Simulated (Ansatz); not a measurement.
# ZrWSe3: the cost of one run

Method: DFT PBE, scalar-relativistic, plane waves, PAW, unless a step names another level, in Ansatz 0.2.0.

2 further runs of the same task are left out: 2 that didn't finish. Runs told in other sessions of the task aren't counted.

## 1. The structure to begin with

Symmetry: P-3m1, No. 164, trigonal system. Conventional cell: a = 3.431 Å, b = 3.431 Å, c = 24.061 Å, α = 90.00°, β = 90.00°, γ = 120.00°. Around Zr (site symmetry 3m) lie 3 Se at 2.62 Å. W (site symmetry 3m) is surrounded by 6 Se at 2.57 Å. Se (site symmetry 3m) has 3 W at 2.57 Å in its first shell of neighbours. Se (site symmetry 3m) is surrounded by 3 Zr at 2.62 Å.

As a file:

```
CELL_PARAMETERS angstrom
3.43058 0.00000 0.00000
-1.71529 2.97097 0.00000
0.00000 0.00000 24.06121
ATOMIC_POSITIONS crystal
Zr 0.66667 0.33333 0.94742
Zr 0.33333 0.66667 0.05258
W 0.33333 0.66667 0.65310
W 0.66667 0.33333 0.34690
Se 0.66667 0.33333 0.72118
Se 0.66667 0.33333 0.58494
Se 0.33333 0.66667 0.27882
Se 0.33333 0.66667 0.41506
Se 0.00000 0.00000 0.87597
Se 0.00000 0.00000 0.12403
```

It came out lowest among 30 distinct ends of the trial cells. At a tolerance of 0.05 Å it has space group P-3m1 (No. 164).

## 2. Tight relaxation for the response runs, on the response runs' mesh and smearing

File input.yaml:

```yaml
crystal:
  lattice:
    - [3.4305762291, 0.0, 0.0]
    - [-1.7152881145, 2.970966164, 0.0]
    - [0.0, 0.0, 24.0612132744]
  atoms:
    - { symbol: Zr, position: [0.6666666667, 0.3333333333, 0.9474211862] }
    - { symbol: Zr, position: [0.3333333333, 0.6666666667, 0.0525788138] }
    - { symbol: W, position: [0.3333333333, 0.6666666667, 0.6531000037] }
    - { symbol: W, position: [0.6666666667, 0.3333333333, 0.3468999963] }
    - { symbol: Se, position: [0.6666666667, 0.3333333333, 0.7211768226] }
    - { symbol: Se, position: [0.6666666667, 0.3333333333, 0.5849375602] }
    - { symbol: Se, position: [0.3333333333, 0.6666666667, 0.2788231774] }
    - { symbol: Se, position: [0.3333333333, 0.6666666667, 0.4150624398] }
    - { symbol: Se, position: [0.0, 0.0, 0.8759749785] }
    - { symbol: Se, position: [0.0, 0.0, 0.1240250215] }
basis:
  ecutwfc: 420
kpoints:
  mp_grid: { grid: [12, 12, 2] }
hamiltonian:
  xc: pbe
scf:
  occupations: { method: gaussian, width: 0.1 }
output:
  forces: true
  stress: true
  eigenvalues: true
relax:
  adjacent_minimum: "off"
  f_tol: 0.001
  max_steps: 60
  cell: { stress_tol: 0.01 }
```

Run with:

```sh
$ ansatz run input.yaml --threads 3 --pin off --max-ram 7680MiB --backend cpu --events-out ev --progress --plain --runs-dir out
```

Q: Estimate wall time and peak memory on 3 threads of Arm Neoverse V1, shared host.

About 40 s, with a peak of 1.1 GiB.
